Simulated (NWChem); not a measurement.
**BH2I (SMILES [H]B([H])I): levels of theory compared**

We compute a comparison of 6 runs (HF/STO-3G, B3LYP/3-21G, CAM-B3LYP/3-21G, PBE0/3-21G, PBE0/def2-SVP, B2PLYP/def2-SVPD) of BH2I. 

The calculation is run with NWChem 7.3.0.

### 1 The system as given

The species is BH2I (4 atoms), meant as a singlet with charge 0. SMILES: `[H]B([H])I`. Geometry: relaxed at GFN2-xTB.

Bond lengths: B1–I4 2.077 Å, B1–H2 1.166 Å, B1–H3 1.166 Å. Angles: H2–B1–I4 119.3°, H3–B1–I4 119.3°, H2–B1–H3 121.4°.

### 2 Energy and gradient at HF/STO-3G (run 1)

Contents of bh2i.nw:

```
start bh2i
title "BH2I"
memory 2200 mb
charge 0

geometry units bohr noautosym nocenter noautoz
 B    0.22727736   0.37870112   0.01740438
 H    2.42946970   0.31101113   0.07660950
 H   -0.86330248   2.29393854   0.01451310
 I   -1.79342568  -2.98365078  -0.10854587
end

basis spherical bse
 B library STO-3G
 H library STO-3G
 I library STO-3G
end

scf
 singlet
 rhf
 thresh 1e-08
 maxiter 80
 print medium
end

task scf gradient
```

The run is started by

```bash
nwchem bh2i.nw > bh2i.out
```

Output:

```text
[...]
  functions       =    34
[...]
  wavefunction    = RHF
[...]
         Total SCF energy =  -6876.231481890342
      One-electron energy =  -9658.012545038713
      Two-electron energy =   2689.688557700864
 Nuclear repulsion energy =     92.092505447506
        Time for solution =      1.6s
[...]
                         RHF ENERGY GRADIENTS
    atom               coordinates                        gradient
                 x          y          z           x          y          z
   1 B       0.227277   0.378701   0.017404   -0.003942  -0.006416   0.000345
   2 H       2.429470   0.311011   0.076610    0.004531  -0.002728  -0.000145
   3 H      -0.863302   2.293939   0.014513   -0.004474   0.002736  -0.000314
   4 I      -1.793426  -2.983651  -0.108546    0.003885   0.006407   0.000114
[...]
```

Run time: 3.3 s. Hardware: 1 thread of AMD EPYC 9R14 (Zen 4), shared host; peak memory 0.099 GiB.

### 3 Energy and gradient at B3LYP/3-21G (run 2)

Contents of bh2i.nw:

```
start bh2i
title "BH2I"
memory stack 880 mb heap 220 mb global 1100 mb

geometry noautosym nocenter noautoz
   B        0.120270       0.200400       0.009210
   H        1.285620       0.164580       0.040540
   H       -0.456840       1.213900       0.007680
   I       -0.949040      -1.578880      -0.057440
end

basis spherical bse
   * library 3-21G
end

dft
   xc b3lyp
   grid xfine
   convergence energy 1e-08
   iterations 100
   mulliken
end

task dft gradient
```

The run is started by

```bash
nwchem bh2i.nw > bh2i.out
```

Output:

```text
[...]
          Wavefunction type:  closed shell.
          No. of atoms     :     4
          No. of electrons :    60
[...]
          Charge           :     0
          Spin multiplicity:     1
[...]
          AO basis - number of functions:    44
[...]
              XC Information
              --------------
                         B3LYP Method XC Potential
                     Hartree-Fock (Exact) Exchange  0.200
                        Slater Exchange Functional  0.800 local
                    Becke 1988 Exchange Functional  0.720 non-local
              Lee-Yang-Parr Correlation Functional  0.810
                  VWN I RPA Correlation Functional  0.190 local
[...]
 d= 0,ls=0.0,diis     1  -6915.8830159319 -7.01D+03  2.46D-02  2.49D-01     0.6
[...]
 d= 0,ls=0.0,diis     8  -6915.9179786210 -4.04D-10  1.64D-07  2.22D-11     3.2
         Total DFT energy =    -6915.917978620994
      One electron energy =    -9695.187587857985
           Coulomb energy =     2868.499296434613
    Exchange-Corr. energy =     -181.322199250690
 Nuclear repulsion energy =       92.092512053067
[...]
  wavefunction    = closed shell
                         DFT ENERGY GRADIENTS
    atom               coordinates                        gradient
                 x          y          z           x          y          z
   1 B       0.227277   0.378701   0.017404   -0.009530  -0.015762  -0.000207
   2 H       2.429470   0.311011   0.076609   -0.011007   0.002537  -0.000433
   3 H      -0.863302   2.293938   0.014513    0.007433  -0.008536  -0.000084
   4 I      -1.793426  -2.983651  -0.108546    0.013103   0.021761   0.000724
[...]
```

Run time: 5.1 s. Hardware: 1 thread of AMD EPYC 9R14 (Zen 4), shared host; peak memory 0.12 GiB.

### 4 Energy and forces at CAM-B3LYP/3-21G (run 3)

Contents of bh2i.nw:

```
start bh2i
title "BH2I CAM-B3LYP"
memory stack 880 mb heap 220 mb global 1100 mb
geometry noautosym nocenter noautoz
  B      0.120270     0.200400     0.009210
  H      1.285620     0.164580     0.040540
  H     -0.456840     1.213900     0.007680
  I     -0.949040    -1.578880    -0.057440
end
basis spherical bse
  * library 3-21G
end
dft
  xc xcamb88 1.00 lyp 0.81 vwn_5 0.19 hfexch 1.00
  cam 0.33 cam_alpha 0.19 cam_beta 0.46
  grid xfine
  convergence energy 1e-08
  direct
  iterations 100
  mulliken
  noprint "final vectors analysis"
end
task dft gradient
```

The run is started by

```bash
nwchem bh2i.nw > bh2i.out
```

Output:

```text
[...]
          Wavefunction type:  closed shell.
          No. of atoms     :     4
          No. of electrons :    60
[...]
          Charge           :     0
          Spin multiplicity:     1
[...]
          AO basis - number of functions:    44
[...]
              XC Information
              --------------
                     Hartree-Fock (Exact) Exchange  1.000
                   CAM-Becke88 Exchange Functional  1.000
                      VWN V Correlation Functional  0.190 local
              Lee-Yang-Parr Correlation Functional  0.810
[...]
 d= 0,ls=0.0,diis     1  -6916.0879299753 -7.01D+03  1.80D-02  2.43D-01     0.8
[...]
 d= 0,ls=0.0,diis     8  -6916.1210888940 -1.43D-09  6.78D-07  4.41D-11     5.0
         Total DFT energy =    -6916.121088894032
      One electron energy =    -9695.200917235843
           Coulomb energy =     2868.509256718675
    Exchange-Corr. energy =     -181.521940429931
 Nuclear repulsion energy =       92.092512053067
[...]
  wavefunction    = closed shell
[...]
                         DFT ENERGY GRADIENTS
    atom               coordinates                        gradient
                 x          y          z           x          y          z
   1 B       0.227277   0.378701   0.017404   -0.007462  -0.012319  -0.000064
   2 H       2.429470   0.311011   0.076609   -0.010383   0.002407  -0.000422
   3 H      -0.863302   2.293938   0.014513    0.007027  -0.008046  -0.000093
   4 I      -1.793426  -2.983651  -0.108546    0.010818   0.017958   0.000579
[...]
```

It took 7.5 s on 1 thread of AMD EPYC 9R14 (Zen 4), shared host; peak memory 0.12 GiB.

Runs 4 to 5 aren't shown in full; the table further down has their settings and results.

### 5 The energy at B2PLYP/def2-SVPD (core potential) (run 6)

Contents of bh2i.nw:

```
start bh2i
title "BH2I energy"
memory stack 880 mb heap 220 mb global 1100 mb
charge 0

geometry noautosym nocenter noautoz
   B        0.120270       0.200400       0.009210
   H        1.285620       0.164580       0.040540
   H       -0.456840       1.213900       0.007680
   I       -0.949040      -1.578880      -0.057440
end

basis spherical bse
   * library def2-SVPD
end

ecp bse
   I library def2-SVPD
end

dft
   xc hfexch 0.53 becke88 0.47 lyp 0.73 mp2 0.27
   dftmp2 semidirect
   mult 1
   grid xfine
   convergence energy 1e-08
   iterations 100
   mulliken
   print low
end

mp2
   freeze core 5
end

task dft energy
```

The run is started by

```bash
nwchem bh2i.nw > bh2i.out
```

Output:

```text
[...]
 d= 0,ls=0.0,diis     1   -323.3175386650 -3.69D+02  9.02D-03  1.22D-01     1.6
[...]
 d= 0,ls=0.0,diis     8   -323.3428446179 -6.70D-09  1.33D-06  3.51D-09     9.3
         Total DFT energy =     -323.342844617922
      One electron energy =     -643.125378694046
           Coulomb energy =      300.447091038503
    Exchange-Corr. energy =      -26.638860428825
 Nuclear repulsion energy =       45.974303466446
[...]
      Total Density - Mulliken Population Analysis
     ---------------------------------------------
    Atom       Charge   Shell Charges
 -----------   ------   -------------------------------------------------------
    1 B    5     5.44   1.99  0.91  0.49 -0.09  1.45  0.64  0.04  0.01
    2 H    1     0.70   0.77 -0.06  0.02 -0.02
    3 H    1     0.70   0.77 -0.06  0.02 -0.02
    4 I   25    25.15   0.22  1.83  1.30  0.57  0.03  3.12  2.93  2.65  2.40  0.07  9.81  0.23  0.00
[...]
  Basis functions       =     71
[...]
```

Wall time 11 s (1 thread of AMD EPYC 9R14 (Zen 4), shared host); peak memory 0.17 GiB.

### 6 Overview of the runs

```
run                              level  iteration cap  module   energy (Eh)  dipole moment (D)  largest force (eV/Å)  wall time
  1                          HF/STO-3G             80     scf  -6876.231482               1.10                 0.388      3.3 s
  2                        B3LYP/3-21G            100     dft  -6915.917979               0.20                 1.307      5.1 s
  3                    CAM-B3LYP/3-21G            100     dft  -6916.121089               0.39                 1.078      7.5 s
  4                         PBE0/3-21G            100     dft  -6915.451971               0.27                 1.083      5.4 s
  5     PBE0/def2-SVP (core potential)            100     dft   -323.699367               0.29                 0.979        9 s
  6  B2PLYP/def2-SVPD (core potential)            100     dft   -323.414984                  –                     –       11 s
```

### 7 Summary of results

```
           quantity          value
run 6: total energy  -323.41498 Eh
```

What this shows: Over runs 1, 2, 3, 4, 5 the dipole moment (its size) runs from 0.20 D (B3LYP/3-21G) to 1.10 D (HF/STO-3G). The two ends differ in method and basis. Over runs 1, 2, 4 the HOMO–LUMO gap runs from 4.99 eV (B3LYP/3-21G) to 13.39 eV (HF/STO-3G). Totals of different functionals can't be ranked against each other. Some runs of one species differ in core potentials or relativity; totals across that change don't compare. In run 1 the basis is minimal, so the values are rough. In runs 1, 2, 3, 4 relativity is left out where basis or elements ask for it. All runs together took 42 s, the longest 11 s.
